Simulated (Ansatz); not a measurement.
Ir, space group P6_3/mmc: an equation of state with a fit, run with the Python package of Ansatz (0.2.0).

`eos.py`
```python
"""Energy against volume for Ir, with a fit."""

import warnings

import ansatz as az
import numpy as np
from scipy.optimize import curve_fit

FUNCTIONAL = "PBEsol"
ECUT = 550
FILLING = "fermi_dirac"
MESH = (12, 12, 7)

vectors0 = np.array([
    [2.75138, 0.0, 0.0],
    [-1.37569, 2.38276, 0.0],
    [0.0, 0.0, 4.46229],
])
sites = [
    ("Ir", (2 / 3, 1 / 3, 0.75)),
    ("Ir", (1 / 3, 2 / 3, 0.25)),
]


def make_crystal(cell):
    crystal = az.Crystal(lattice=az.Lattice.of(cell))
    for symbol, position in sites:
        crystal = crystal.atom(symbol, position)
    return crystal

def vinet(v, e0, v0, b0, b1):
    eta = (v / v0) ** (1 / 3)
    return e0 + 2 * b0 * v0 / (b1 - 1) ** 2 * (2 - (5 + 3 * b1 * (eta - 1) - 3 * eta) * np.exp(-1.5 * (b1 - 1) * (eta - 1)))

warnings.simplefilter("ignore", az.DeckWarning)

# scale the volume, keep shape and fractions
volumes, energies, pressures = [], [], []
for scale in np.linspace(0.88, 1.12, 7):
    cell = vectors0 * scale ** (1 / 3)
    job = (
        make_crystal(cell).calculation()
        .functional(FUNCTIONAL)
        .basis(ECUT)
        .occupations(FILLING)
        .kpoints(*MESH)
        .stress()
    )
    report = job.run().report
    volumes.append(abs(np.linalg.det(cell)) / len(sites))
    energies.append(report["free_energy_ev"] / len(sites))
    pressures.append(np.trace(report["stress_gpa"]) / 3)
    print(f"V = {volumes[-1]:8.4f} A^3/atom  F = {energies[-1]:.5f} eV/atom  P = {pressures[-1]:8.3f} GPa")

guess = (min(energies), volumes[int(np.argmin(energies))], 0.5, 4.5)
(e0, v0, b0, b1), _ = curve_fit(vinet, np.array(volumes), np.array(energies), p0=guess, maxfev=20000)
print(f"Vinet fit: V0 = {v0:.4f} A^3/atom, B0 = {160.21766 * b0:.1f} GPa, B1 = {b1:.2f}")
print("largest residual", round(1000 * float(np.abs(vinet(np.array(volumes), e0, v0, b0, b1) - energies).max()), 3), "meV/atom")
```

Its results, one of them left out:

| V (Å³/atom) | F less the lowest row shown (meV/atom) |
| --- | --- |
| 12.872 | ? |
| 13.457 | 40.04 |
| 14.042 | 0.00 |
| 14.627 | 19.92 |
| 15.212 | 86.40 |
| 15.797 | 188.86 |
| 16.382 | 318.89 |

What is the missing energy at 12.872 Å³ an atom?

A third-order Birch-Murnaghan fit, E = E0 + (9 V0 B0 / 16) [(t - 1)³ B' + (t - 1)² (6 - 4t)] with t = (V0/V)^(2/3), through the 6 rows shown gives V0 = 14.117 Å³, B0 = 381.9 GPa, B' = 5.16 and E0 = -0.51 meV. At V = 12.872 Å³, t = 1.06348, and the fit extrapolates to 157.65 meV. The run gave 157.02 meV, a miss of 0.63 meV.

Notes:
- Shape and fractional positions are held along the curve, so the bulk modulus is an upper value where they are free to relax, by a factor of two or more in layered or hydrogen-bonded cells.
- Pressure is positive in compression.
- Spin-orbit coupling, which matters for elements this heavy, is left out.
- At these settings the cell as given stands under about -12 GPa, so it isn't at this functional's equilibrium volume.
- This isn't the structure that Ir takes at ambient conditions.
- Timing: 20 s on 1 thread of Arm Neoverse V2, on a shared host, peak memory 0.46 GiB.
